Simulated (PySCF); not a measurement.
Crystal: F2GaBr, in a box.

```
CELL_PARAMETERS angstrom
12.00000 0.00000 0.00000
0.00000 11.00000 0.00000
0.00000 0.00000 13.00000
ATOMIC_POSITIONS crystal
F 0.40225 0.43984 0.62269
Ga 0.47292 0.47501 0.51051
F 0.60936 0.42469 0.50338
Br 0.39280 0.57913 0.38254
```

Base run:

```yaml
Program: PySCF 2.14.0
Functional: WC
Potentials_or_basis: 6-31g* (all-electron)
k_mesh: 1 × 1 × 1
Occupations: fixed
Spin: no spin polarisation
```

Its results: gap between the frontier levels 4.75 eV.

Problem. The run is repeated on the same cell with these changes: functional from WC to LDA. What comes out?

Solution. Gap between the frontier levels 4.63 eV.

Caveats: this is a molecule in a periodic box at the Γ point, so its band gap is the HOMO-LUMO gap; relativity is left out, which matters for the heavier elements; the basis of atomic orbitals isn't converged, which shifts pressures, moduli and gaps.

A k mesh can miss the band edges.

Not every run made on this cell is shown here.
